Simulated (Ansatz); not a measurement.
**FH5N2Si: a ladder of functionals and wavefunction methods**

The task here is to estimate one member of a computed series from the others.

Method: functionals in def2-TZVPP, the program's frozen cores in correlated methods; program: Ansatz 0.2.0, Gaussian basis.

Levels to be run: LDA (SPW92), PBE-D4, revPBE-D4, BLYP-D4, r2SCAN-D4, B97M-V, PBE0-D4, B3LYP-D4, r2SCANh-D4, r2SCAN0-D4, HSE06-D4, BHLYP-D4, CAM-B3LYP-D4, LC-ωPBE, ωB97X-V, ωB97M-V, B2PLYP, PBE-QIDH; CCSD(T)/def2-SVP; CCSD(T)/def2-TZVPP; MP2/def2-QZVPP; extrapolation to the limit; RPA on PBE.

### The relaxed structure

All runs share one geometry, relaxed beforehand with PBE0-D4 in a triple-zeta def2 set.

9 atoms, charge 0, spin multiplicity 1.

Atoms are counted from 1 here; the program's logs count them from 0.

Bond lengths: N1–Si2 1.699 Å, N1–H5 1.006 Å, N1–H6 1.006 Å, Si2–N3 1.694 Å, Si2–F4 1.604 Å, Si2–H7 1.482 Å, N3–H8 1.006 Å, N3–H9 1.007 Å. Angles: Si2–N1–H5 121.0°, Si2–N1–H6 121.2°, H5–N1–H6 112.3°, N1–Si2–N3 107.9°, N1–Si2–F4 103.7°, N1–Si2–H7 118.9°, N3–Si2–F4 116.3°, N3–Si2–H7 106.1°, F4–Si2–H7 104.4°, Si2–N3–H8 121.4°, Si2–N3–H9 121.8°, H8–N3–H9 112.4°.

As a file:

```csv
atom,x (Å),y (Å),z (Å)
N1,-0.7453,1.0912,-0.5538
Si2,0.3606,-0.1877,-0.3867
N3,0.2439,-0.7722,1.1985
F4,-0.0567,-1.2068,-1.5524
H5,-1.0912,1.3629,-1.4584
H6,-0.7723,1.8471,0.1088
H7,1.7998,0.0744,-0.6242
H8,0.9953,-1.2897,1.6225
H9,-0.6455,-0.9655,1.6286
```

Set-up of the first run:

in.yaml

```yaml
crystal:
  periodic: [false, false, false]
  atoms:
    - {symbol: N, position_ang: [-0.745291, 1.091179, -0.553773]}
    - {symbol: Si, position_ang: [0.360619, -0.187744, -0.386685]}
    - {symbol: N, position_ang: [0.243933, -0.772177, 1.198530]}
    - {symbol: F, position_ang: [-0.056700, -1.206810, -1.552354]}
    - {symbol: H, position_ang: [-1.091247, 1.362892, -1.458383]}
    - {symbol: H, position_ang: [-0.772327, 1.847071, 0.108790]}
    - {symbol: H, position_ang: [1.799754, 0.074436, -0.624203]}
    - {symbol: H, position_ang: [0.995288, -1.289666, 1.622527]}
    - {symbol: H, position_ang: [-0.645530, -0.965480, 1.628551]}
basis:
  gaussian: {orbitals: def2-TZVPP}
hamiltonian: {xc: lda}
output: {orbitals: {seedname: orbitals}}
```

Among the steps run: LDA; PBE-D4 (GGA); revPBE-D4 (GGA); BLYP-D4 (GGA); r2SCAN-D4 (meta-GGA); B97M-V (meta-GGA); PBE0-D4 (hybrid); B3LYP-D4 (hybrid); r2SCANh-D4 (hybrid); r2SCAN0-D4 (hybrid); HSE06-D4 (hybrid); BHLYP-D4 (hybrid); CAM-B3LYP-D4 (range-separated); LC-ωPBE-D4 (range-separated; the results give it without D4); ωB97X-V (range-separated); ωB97M-V (range-separated); B2PLYP (double hybrid); PBE-QIDH (double hybrid).

One table of the session follows, with a row left open; its other results are not shown here.

It belongs to the step «Orbital energies across the functionals». 

| functional | HOMO (eV) | LUMO (eV) | gap (eV) |
| --- | --- | --- | --- |
| LDA (SPW92) | -6.34 | 0.09 | 6.43 |
| PBE-D4 | -6.18 | 0.18 | 6.36 |
| revPBE-D4 | -6.12 | 0.23 | 6.35 |
| BLYP-D4 | -6.06 | 0.13 | 6.20 |
| r2SCAN-D4 | -6.50 | 0.98 | 7.48 |
| B97M-V | -6.60 | 0.39 | 7.00 |
| PBE0-D4 | -7.65 | 1.02 | 8.67 |
| B3LYP-D4 | -7.40 | 0.64 | 8.05 |
| r2SCANh-D4 | -7.05 | 1.21 | 8.27 |
| r2SCAN0-D4 | -7.88 | 1.55 | 9.43 |
| HSE06-D4 | -7.24 | 0.65 | 7.89 |
| BHLYP-D4 | -9.04 | 1.60 | 10.64 |
| CAM-B3LYP-D4 | -9.11 | 1.76 | 10.87 |
| LC-ωPBE | -10.54 | 3.11 | 13.65 |
| ωB97X-V | -10.15 | 2.89 | 13.04 |
| ωB97M-V | ? | ? | ? |

Estimate the missing values for ωB97M-V.

As computed: HOMO (eV): -10.04; LUMO (eV): 2.40; gap (eV): 12.45. In the column «HOMO (eV)» it lies between ωB97X-V (-10.15) and CAM-B3LYP-D4 (-9.11).
